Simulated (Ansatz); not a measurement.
# BrH₅OSSi (built from SMILES Br.O[SiH2]S): search for a transition state, part 2 of 2

Ansatz 0.2.0, Gaussian basis; PBE0-D4. The steps go on from the part before.

**7. Relaxing after a step of 0.30 Å one way along the mode**

Input file downa/in.yaml:

```yaml
crystal:
  periodic: [false, false, false]
  atoms:
    - {symbol: Si, position_ang: [-0.179242, -0.673370, -0.411069]}
    - {symbol: S, position_ang: [0.654449, 0.086875, 1.810929]}
    - {symbol: H, position_ang: [-1.130460, -1.416570, 0.496891]}
    - {symbol: H, position_ang: [0.764570, -1.737819, -0.831289]}
    - {symbol: O, position_ang: [-1.372673, 0.046577, -1.262852]}
    - {symbol: H, position_ang: [1.360716, 1.105491, 1.334693]}
    - {symbol: Br, position_ang: [1.383377, 1.008467, -1.281932]}
    - {symbol: H, position_ang: [-0.447410, 0.834671, 2.033743]}
    - {symbol: H, position_ang: [-1.033127, 0.745678, -1.889114]}
basis:
  gaussian: {orbitals: def2-TZVP}
hamiltonian: {xc: pbe0, dispersion: d4}
relax: {f_tol: 0.005, max_steps: 200}
```

Run with:

```
$ ansatz run in.yaml --threads 8 --pin off --events-out ev --progress --plain --max-ram 19148MiB
```

The program printed:

```text
Functional definition: PBE0
  name "PBE0"
  cite "Adamo & Barone, J. Chem. Phys. 110, 6158 (1999) doi:10.1063/1.478522"
  cite "Perdew, Burke & Ernzerhof, Phys. Rev. Lett. 77, 3865 (1996) doi:10.1103/PhysRevLett.77.3865"
  parent pbe
  parameter a = 0.25
  parameter kappa = 0.804
  parameter beta = 0.06672455060314922
  exchange = (1 - a)*pbe_x(kappa = kappa, mu = beta*pi^2/3) + a*exact_x
  correlation = pbe_c(beta = beta)
1323 factors; their error is unknown
mean field evaluation 1: about -90868.1300 eV, gradient 5.2e1 eV
mean field evaluation 2: about -90855.1489 eV, gradient 9.7e1 eV
mean field evaluation 4: about -90872.7723 eV, gradient 3.8e0 eV
mean field evaluation 8: about -90872.7993 eV, gradient 4.5e-2 eV
mean field evaluation 16: about -90873.2920 eV, gradient 1.5e-4 eV
mean field -90873.29200402 eV, -3339.5318850179 hartree, gradient 6.2e-5 eV, S^2 0.000000; 0 other end points of the search recorded, 0 dependent functions left out
the calculation of the forces begins
reference -90873.29203260 eV, -3339.5318860685 hartree; 39, 39 occupied and 144, 144 virtual orbitals, 1323 factors
relax step   1: F+E_penalty+E_count = -90873.49898283 eV  Δ(F+E_penalty+E_count) = +0.000e0 eV  max|allowed force component| = 1.192e0 eV/Å  Δτ_max = 0.0000 Å  (28 SCF iters, accepted)
these checks for a lower state are left out or cut short: starts, cluster_reference, orbital_swaps, neighbouring_geometries, increment
1323 factors; their error is unknown
mean field -90873.34117345 eV, -3339.5336919611 hartree, gradient 1.4e-5 eV, S^2 0.000000; 0 other end points of the search recorded, 0 dependent functions left out
the calculation of the forces begins
reference -90873.34120192 eV, -3339.5336930075 hartree; 39, 39 occupied and 144, 144 virtual orbitals, 1323 factors
relax step   2: F+E_penalty+E_count = -90873.54717469 eV  Δ(F+E_penalty+E_count) = -4.819e-2 eV  max|allowed force component| = 5.133e-1 eV/Å  Δτ_max = 0.1947 Å  (30 SCF iters, accepted)
these checks for a lower state are left out or cut short: starts, cluster_reference, orbital_swaps, neighbouring_geometries, increment
1323 factors; their error is unknown
mean field evaluation 32: about -90873.3594 eV, gradient 6.6e-6 eV
mean field -90873.35942088 eV, -3339.5343625420 hartree, gradient 6.6e-6 eV, S^2 0.000000; 0 other end points of the search recorded, 0 dependent functions left out
the calculation of the forces begins
reference -90873.35944950 eV, -3339.5343635939 hartree; 39, 39 occupied and 144, 144 virtual orbitals, 1323 factors
relax step   3: F+E_penalty+E_count = -90873.56380679 eV  Δ(F+E_penalty+E_count) = -1.663e-2 eV  max|allowed force component| = 4.772e-1 eV/Å  Δτ_max = 0.1432 Å  (31 SCF iters, accepted)
[... from here on, the SCF cycles and remarks between the steps are left out ...]
relax step   4: F+E_penalty+E_count = -90873.63524496 eV  Δ(F+E_penalty+E_count) = -7.144e-2 eV  max|allowed force component| = 3.829e-1 eV/Å  Δτ_max = 0.1602 Å  (31 SCF iters, accepted)
relax step   5: F+E_penalty+E_count = -90873.77514374 eV  Δ(F+E_penalty+E_count) = -1.399e-1 eV  max|allowed force component| = 4.856e-1 eV/Å  Δτ_max = 0.1956 Å  (30 SCF iters, accepted)
relax step   6: F+E_penalty+E_count = -90873.93768062 eV  Δ(F+E_penalty+E_count) = -1.625e-1 eV  max|allowed force component| = 1.275e0 eV/Å  Δτ_max = 0.1955 Å  (30 SCF iters, accepted)
relax step   7: F+E_penalty+E_count = -90874.12224934 eV  Δ(F+E_penalty+E_count) = -1.846e-1 eV  max|allowed force component| = 1.324e0 eV/Å  Δτ_max = 0.1950 Å  (29 SCF iters, accepted)
relax step   8: F+E_penalty+E_count = -90874.33994078 eV  Δ(F+E_penalty+E_count) = -2.177e-1 eV  max|allowed force component| = 1.341e0 eV/Å  Δτ_max = 0.2000 Å  (30 SCF iters, accepted)
relax step   9: F+E_penalty+E_count = -90874.45598413 eV  Δ(F+E_penalty+E_count) = -1.160e-1 eV  max|allowed force component| = 1.143e0 eV/Å  Δτ_max = 0.1932 Å  (29 SCF iters, accepted)
relax step  10: F+E_penalty+E_count = -90874.50950645 eV  Δ(F+E_penalty+E_count) = -5.352e-2 eV  max|allowed force component| = 5.270e-1 eV/Å  Δτ_max = 0.2000 Å  (30 SCF iters, accepted)
relax step  11: F+E_penalty+E_count = -90874.53770169 eV  Δ(F+E_penalty+E_count) = -2.820e-2 eV  max|allowed force component| = 2.771e-1 eV/Å  Δτ_max = 0.1993 Å  (29 SCF iters, accepted)
relax step  12: F+E_penalty+E_count = -90874.54612710 eV  Δ(F+E_penalty+E_count) = -8.425e-3 eV  max|allowed force component| = 2.210e-1 eV/Å  Δτ_max = 0.0918 Å  (30 SCF iters, accepted)
relax step  13: F+E_penalty+E_count = -90874.55127317 eV  Δ(F+E_penalty+E_count) = -5.146e-3 eV  max|allowed force component| = 1.075e0 eV/Å  Δτ_max = 0.1938 Å  (29 SCF iters, accepted)
relax step  14: F+E_penalty+E_count = -90874.56336895 eV  Δ(F+E_penalty+E_count) = -1.210e-2 eV  max|allowed force component| = 5.610e-1 eV/Å  Δτ_max = 0.1084 Å  (30 SCF iters, accepted)
relax step  15: F+E_penalty+E_count = -90874.57911785 eV  Δ(F+E_penalty+E_count) = -1.575e-2 eV  max|allowed force component| = 1.919e-1 eV/Å  Δτ_max = 0.1341 Å  (31 SCF iters, accepted)
relax step  16: F+E_penalty+E_count = -90874.58122911 eV  Δ(F+E_penalty+E_count) = -2.111e-3 eV  max|allowed force component| = 2.948e-1 eV/Å  Δτ_max = 0.1995 Å  (28 SCF iters, accepted)
relax step  17: F+E_penalty+E_count = -90874.58592379 eV  Δ(F+E_penalty+E_count) = -4.695e-3 eV  max|allowed force component| = 2.028e-1 eV/Å  Δτ_max = 0.0688 Å  (30 SCF iters, accepted)
relax step  18: F+E_penalty+E_count = -90874.58890727 eV  Δ(F+E_penalty+E_count) = -2.983e-3 eV  max|allowed force component| = 1.096e-1 eV/Å  Δτ_max = 0.0922 Å  (30 SCF iters, accepted)
relax step  19: F+E_penalty+E_count = -90874.59097397 eV  Δ(F+E_penalty+E_count) = -2.067e-3 eV  max|allowed force component| = 6.923e-2 eV/Å  Δτ_max = 0.1482 Å  (30 SCF iters, accepted)
relax step  20: F+E_penalty+E_count = -90874.59156765 eV  Δ(F+E_penalty+E_count) = -5.937e-4 eV  max|allowed force component| = 1.503e-1 eV/Å  Δτ_max = 0.0848 Å  (30 SCF iters, accepted)
relax step  21: F+E_penalty+E_count = -90874.59252221 eV  Δ(F+E_penalty+E_count) = -9.546e-4 eV  max|allowed force component| = 3.321e-2 eV/Å  Δτ_max = 0.0322 Å  (31 SCF iters, accepted)
relax step  22: F+E_penalty+E_count = -90874.59269280 eV  Δ(F+E_penalty+E_count) = -1.706e-4 eV  max|allowed force component| = 1.259e-2 eV/Å  Δτ_max = 0.0118 Å  (32 SCF iters, accepted)
relax step  23: F+E_penalty+E_count = -90874.59289632 eV  Δ(F+E_penalty+E_count) = -2.035e-4 eV  max|allowed force component| = 1.857e-2 eV/Å  Δτ_max = 0.0279 Å  (31 SCF iters, accepted)
relax step  24: F+E_penalty+E_count = -90874.59307517 eV  Δ(F+E_penalty+E_count) = -1.788e-4 eV  max|allowed force component| = 5.441e-2 eV/Å  Δτ_max = 0.0559 Å  (30 SCF iters, accepted)
relax step  25: F+E_penalty+E_count = -90874.59326793 eV  Δ(F+E_penalty+E_count) = -1.928e-4 eV  max|allowed force component| = 3.389e-2 eV/Å  Δτ_max = 0.0120 Å  (31 SCF iters, accepted)
relax step  26: F+E_penalty+E_count = -90874.59353786 eV  Δ(F+E_penalty+E_count) = -2.699e-4 eV  max|allowed force component| = 2.192e-2 eV/Å  Δτ_max = 0.0466 Å  (30 SCF iters, accepted)
relax step  27: F+E_penalty+E_count = -90874.59366716 eV  Δ(F+E_penalty+E_count) = -1.293e-4 eV  max|allowed force component| = 9.090e-2 eV/Å  Δτ_max = 0.0515 Å  (30 SCF iters, accepted)
relax step  28: F+E_penalty+E_count = -90874.59384344 eV  Δ(F+E_penalty+E_count) = -1.763e-4 eV  max|allowed force component| = 4.897e-2 eV/Å  Δτ_max = 0.0050 Å  (32 SCF iters, accepted)
relax step  29: F+E_penalty+E_count = -90874.59407633 eV  Δ(F+E_penalty+E_count) = -2.329e-4 eV  max|allowed force component| = 9.384e-3 eV/Å  Δτ_max = 0.0340 Å  (31 SCF iters, accepted)
relax step  30: F+E_penalty+E_count = -90874.59363891 eV  Δ(F+E_penalty+E_count) = +4.374e-4 eV  max|allowed force component| = 1.873e-1 eV/Å  Δτ_max = 0.0992 Å  (30 SCF iters, rejected (line search))
relax step  31: F+E_penalty+E_count = -90874.59409985 eV  Δ(F+E_penalty+E_count) = -2.352e-5 eV  max|allowed force component| = 7.715e-3 eV/Å  Δτ_max = 0.0033 Å  (33 SCF iters, accepted)
relax step  32: F+E_penalty+E_count = -90874.59402512 eV  Δ(F+E_penalty+E_count) = +7.473e-5 eV  max|allowed force component| = 1.487e-1 eV/Å  Δτ_max = 0.0977 Å  (30 SCF iters, rejected (line search))
relax step  33: F+E_penalty+E_count = -90874.59414377 eV  Δ(F+E_penalty+E_count) = -4.392e-5 eV  max|allowed force component| = 5.241e-3 eV/Å  Δτ_max = 0.0078 Å  (32 SCF iters, accepted)
relax step  34: F+E_penalty+E_count = -90874.59437072 eV  Δ(F+E_penalty+E_count) = -2.270e-4 eV  max|allowed force component| = 7.688e-3 eV/Å  Δτ_max = 0.0488 Å  (29 SCF iters, accepted)
relax step  35: F+E_penalty+E_count = -90874.59431080 eV  Δ(F+E_penalty+E_count) = +5.992e-5 eV  max|allowed force component| = 1.071e-1 eV/Å  Δτ_max = 0.0731 Å  (30 SCF iters, rejected (line search))
relax step  36: F+E_penalty+E_count = -90874.59445815 eV  Δ(F+E_penalty+E_count) = -8.743e-5 eV  max|allowed force component| = 4.264e-2 eV/Å  Δτ_max = 0.0357 Å  (31 SCF iters, accepted)
relax step  37: F+E_penalty+E_count = -90874.59444950 eV  Δ(F+E_penalty+E_count) = +8.656e-6 eV  max|allowed force component| = 8.942e-2 eV/Å  Δτ_max = 0.0362 Å  (31 SCF iters, rejected (line search))
relax step  38: F+E_penalty+E_count = -90874.59461422 eV  Δ(F+E_penalty+E_count) = -1.561e-4 eV  max|allowed force component| = 7.572e-3 eV/Å  Δτ_max = 0.0176 Å  (31 SCF iters, accepted)
relax step  39: F+E_penalty+E_count = -90874.59468616 eV  Δ(F+E_penalty+E_count) = -7.194e-5 eV  max|allowed force component| = 7.404e-3 eV/Å  Δτ_max = 0.0183 Å  (32 SCF iters, accepted)
relax step  40: F+E_penalty+E_count = -90874.59473058 eV  Δ(F+E_penalty+E_count) = -4.442e-5 eV  max|allowed force component| = 1.947e-2 eV/Å  Δτ_max = 0.0274 Å  (31 SCF iters, accepted)
relax step  41: F+E_penalty+E_count = -90874.59489924 eV  Δ(F+E_penalty+E_count) = -1.687e-4 eV  max|allowed force component| = 4.248e-2 eV/Å  Δτ_max = 0.0411 Å  (31 SCF iters, accepted)
relax step  42: F+E_penalty+E_count = -90874.59493245 eV  Δ(F+E_penalty+E_count) = -3.322e-5 eV  max|allowed force component| = 4.930e-2 eV/Å  Δτ_max = 0.0201 Å  (31 SCF iters, accepted)
relax step  43: F+E_penalty+E_count = -90874.59499291 eV  Δ(F+E_penalty+E_count) = -6.046e-5 eV  max|allowed force component| = 4.874e-2 eV/Å  Δτ_max = 0.0147 Å  (32 SCF iters, accepted)
relax step  44: F+E_penalty+E_count = -90874.59504925 eV  Δ(F+E_penalty+E_count) = -5.634e-5 eV  max|allowed force component| = 4.009e-2 eV/Å  Δτ_max = 0.0176 Å  (31 SCF iters, accepted)
relax step  45: F+E_penalty+E_count = -90874.59510435 eV  Δ(F+E_penalty+E_count) = -5.510e-5 eV  max|allowed force component| = 3.389e-2 eV/Å  Δτ_max = 0.0265 Å  (31 SCF iters, accepted)
relax step  46: F+E_penalty+E_count = -90874.59513790 eV  Δ(F+E_penalty+E_count) = -3.354e-5 eV  max|allowed force component| = 3.367e-2 eV/Å  Δτ_max = 0.0211 Å  (31 SCF iters, accepted)
relax step  47: F+E_penalty+E_count = -90874.59516384 eV  Δ(F+E_penalty+E_count) = -2.594e-5 eV  max|allowed force component| = 3.118e-2 eV/Å  Δτ_max = 0.0130 Å  (32 SCF iters, accepted)
relax step  48: F+E_penalty+E_count = -90874.59519983 eV  Δ(F+E_penalty+E_count) = -3.599e-5 eV  max|allowed force component| = 1.540e-2 eV/Å  Δτ_max = 0.0138 Å  (31 SCF iters, accepted)
relax step  49: F+E_penalty+E_count = -90874.59520835 eV  Δ(F+E_penalty+E_count) = -8.523e-6 eV  max|allowed force component| = 3.688e-3 eV/Å  Δτ_max = 0.0075 Å  (32 SCF iters, accepted)
these checks for a lower state are left out or cut short: starts, cluster_reference, orbital_swaps, neighbouring_geometries, increment
1323 factors; their error is unknown
mean field -90874.41892752 eV, -3339.5732986930 hartree, gradient 1.7e-5 eV, S^2 0.000000; 0 other end points of the search recorded, 0 dependent functions left out
the calculation of the forces begins
reference -90874.41895827 eV, -3339.5732998230 hartree; 39, 39 occupied and 144, 144 virtual orbitals, 1323 factors
relax step  50: F+E_penalty+E_count = -90874.59521380 eV  Δ(F+E_penalty+E_count) = -5.449e-6 eV  max|allowed force component| = 3.835e-3 eV/Å  Δτ_max = 0.0091 Å  (32 SCF iters, accepted)
1323 factors; their error is unknown
mean field evaluation 384: about -90874.4189 eV, gradient 5.1e-5 eV
mean field -90874.41892752 eV, -3339.5732986930 hartree, gradient 1.7e-5 eV, S^2 0.000000; 1 other end points of the search recorded, 0 dependent functions left out
the calculation of the forces begins
reference -90874.41895827 eV, -3339.5732998229 hartree; 39, 39 occupied and 144, 144 virtual orbitals, 1323 factors
Total energy: -90874.59524455 eV, -3339.5797782241 hartree
Atom 0 at    -0.531252    -0.262757    -0.783473 Å, force     0.002237    -0.000479    -0.001176 eV/Å
Atom 1 at     0.952064    -0.206723     2.595244 Å, force     0.000422    -0.003797    -0.000308 eV/Å
Atom 2 at    -1.534964    -0.241381     0.292870 Å, force     0.000688     0.000418     0.000225 eV/Å
Atom 3 at     0.531645    -1.273745    -0.597985 Å, force    -0.001143     0.000626     0.000283 eV/Å
Atom 4 at    -1.364970    -0.498684    -2.170308 Å, force    -0.000477    -0.000087    -0.001204 eV/Å
Atom 5 at     1.972621     0.276571     1.870988 Å, force     0.001255     0.000237    -0.000710 eV/Å
Atom 6 at     0.507331     1.714813    -0.842833 Å, force    -0.000897    -0.000833     0.000897 eV/Å
Atom 7 at     0.350646     0.991683     2.634359 Å, force    -0.001966     0.003835     0.000380 eV/Å
Atom 8 at    -0.882922    -0.499776    -2.998861 Å, force    -0.000119     0.000079     0.001612 eV/Å
Dipole moment:     0.138518    -0.061930    -0.191352 e Å
```

It took 1.7 min on 8 threads of Arm Neoverse V1, shared host; peak memory 0.54 GiB.

The steps of the relaxation: (not every step is listed)

```csv
step,energy from step 1 (eV),largest force component (eV/Å)
1,0.0000,1.1923
2,-0.0482,0.5133
3,-0.0648,0.4772
4,-0.1363,0.3829
5,-0.2762,0.4856
6,-0.4387,1.2754
7,-0.6233,1.3241
8,-0.8410,1.3406
9,-0.9570,1.1435
12,-1.0471,0.2210
15,-1.0801,0.1919
18,-1.0899,0.1096
21,-1.0935,0.0332
24,-1.0941,0.0544
27,-1.0947,0.0909
30,-1.0947,0.1873
33,-1.0952,0.0052
36,-1.0955,0.0426
39,-1.0957,0.0074
42,-1.0959,0.0493
45,-1.0961,0.0339
46,-1.0962,0.0337
47,-1.0962,0.0312
48,-1.0962,0.0154
49,-1.0962,0.0037
50,-1.0962,0.0038
```

Close pairs (by a distance rule), those that changed most:

```csv
bond,before (Å),after (Å),change (Å)
Si1–Br7,2.455,2.234,-0.221
O5–H9,0.998,0.959,-0.040
Si1–H3,1.510,1.472,-0.039
S2–H6,1.328,1.342,+0.014
S2–H8,1.350,1.341,-0.009
Si1–H4,1.483,1.479,-0.005
Si1–O5,1.633,1.635,+0.002
```

**8. Relaxing after a step of 0.30 Å the other way along the mode**

Input file downb/in.yaml:

```yaml
crystal:
  periodic: [false, false, false]
  atoms:
    - {symbol: Si, position_ang: [-0.308769, -0.792689, -0.220038]}
    - {symbol: S, position_ang: [0.589296, 0.078161, 1.667788]}
    - {symbol: H, position_ang: [-1.270898, -1.650476, 0.512185]}
    - {symbol: H, position_ang: [0.779893, -1.637745, -0.757646]}
    - {symbol: O, position_ang: [-1.311181, 0.111168, -1.148775]}
    - {symbol: H, position_ang: [1.229387, 1.018909, 0.755680]}
    - {symbol: Br, position_ang: [1.585775, 1.249171, -1.138374]}
    - {symbol: H, position_ang: [-0.460640, 0.861234, 1.965734]}
    - {symbol: H, position_ang: [-0.832662, 0.762266, -1.636554]}
basis:
  gaussian: {orbitals: def2-TZVP}
hamiltonian: {xc: pbe0, dispersion: d4}
relax: {f_tol: 0.005, max_steps: 200}
```

Run with:

```
$ ansatz run in.yaml --threads 8 --pin off --events-out ev --progress --plain --max-ram 19148MiB
```

The program printed (excerpt; [...] marks lines left out):

```text
[... 5 set-up lines as earlier in the session ...]
[...]
1323 factors; their error is unknown
[...]
mean field -90873.37948369 eV, -3339.5350998368 hartree, gradient 1.2e-5 eV, S^2 0.000000; 0 other end points of the search recorded, 0 dependent functions left out
[...]
reference -90873.37951253 eV, -3339.5351008967 hartree; 39, 39 occupied and 144, 144 virtual orbitals, 1323 factors
relax step   1: F+E_penalty+E_count = -90873.58971933 eV  Δ(F+E_penalty+E_count) = +0.000e0 eV  max|allowed force component| = 1.056e0 eV/Å  Δτ_max = 0.0000 Å  (29 SCF iters, accepted)
[...]
Total energy: -90874.39994028 eV, -3339.5726009247 hartree
Atom 0 at    -0.508120    -1.043001     0.000288 Å, force    -0.000677    -0.001644    -0.001221 eV/Å
Atom 1 at     0.566860    -0.091805     1.612173 Å, force    -0.001247     0.002747     0.002619 eV/Å
Atom 2 at    -1.702004    -1.732595     0.528615 Å, force    -0.000158    -0.000618     0.000108 eV/Å
Atom 3 at     0.501812    -1.991726    -0.527099 Å, force     0.000033    -0.000535     0.000895 eV/Å
Atom 4 at    -1.060990     0.020307    -1.106326 Å, force     0.001482     0.002722    -0.001290 eV/Å
Atom 5 at     1.400482     1.386437     0.097492 Å, force    -0.000762    -0.002343     0.004048 eV/Å
Atom 6 at     1.699904     2.142906    -1.108202 Å, force     0.000597     0.002172    -0.003834 eV/Å
Atom 7 at    -0.468081     0.674265     2.000768 Å, force     0.002598    -0.001983    -0.001307 eV/Å
Atom 8 at    -0.429662     0.635209    -1.497709 Å, force    -0.001868    -0.000517    -0.000016 eV/Å
Dipole moment:    -0.094423    -0.100249     0.168635 e Å
```

It took 40 s on 8 threads of Arm Neoverse V1, shared host; peak memory 0.55 GiB.

The steps of the relaxation:

```csv
step,energy from step 1 (eV),largest force component (eV/Å)
1,0.0000,1.0556
2,-0.1438,0.8286
3,-0.3085,1.0106
4,-0.4614,1.1959
5,-0.5713,1.3535
6,-0.7230,1.1137
7,-0.7583,0.6555
8,-0.7774,0.3628
9,-0.7976,0.2414
10,-0.8075,0.1296
11,-0.8092,0.0536
12,-0.8098,0.0425
13,-0.8100,0.0308
14,-0.8101,0.0194
15,-0.8102,0.0084
16,-0.8102,0.0059
17,-0.8102,0.0040
```

Distances of close pairs at the start and the end, largest changes first:

```csv
bond,before (Å),after (Å),change (Å)
S2–H6,1.458,2.275,+0.816
H6–Br7,1.941,1.455,-0.486
Si1–S2,2.265,2.158,-0.106
O5–H9,0.944,0.964,+0.020
Si1–O5,1.638,1.631,-0.007
Si1–H3,1.482,1.476,-0.006
Si1–H4,1.479,1.483,+0.003
S2–H8,1.343,1.345,+0.002
```

**9. The three structures**

```csv
pair,start side (Å),saddle (Å),end side (Å)
Si1–Br7,4.032,2.693,2.234
S2–H6,2.275,1.377,1.342
Si1–S2,2.158,2.374,3.690
H6–Br7,1.455,2.264,3.403
```

**10. Results**

What follows sums up all 2 parts.

```
                       quantity                                                       value
                 imaginary mode                                                   206i cm⁻¹
    barrier from the start side                                                    0.902 eV
      barrier from the end side                                                    1.097 eV
             energy of the step                                                   -0.195 eV
              pairs that change  Si1–Br7 formed, S2–H6 formed, Si1–S2 broken, H6–Br7 broken
zero-point energy at the saddle                                                    1.375 eV
```

**Reading.** One imaginary mode, 206i cm⁻¹, makes this a first-order saddle. The two relaxations end on the structures that were planned. At PBE0-D4/def2-TZVP the electronic barrier is 0.902 eV, about 35 kT at 298 K, and the step runs 0.195 eV downhill. These are plain relaxations, not an intrinsic reaction coordinate.
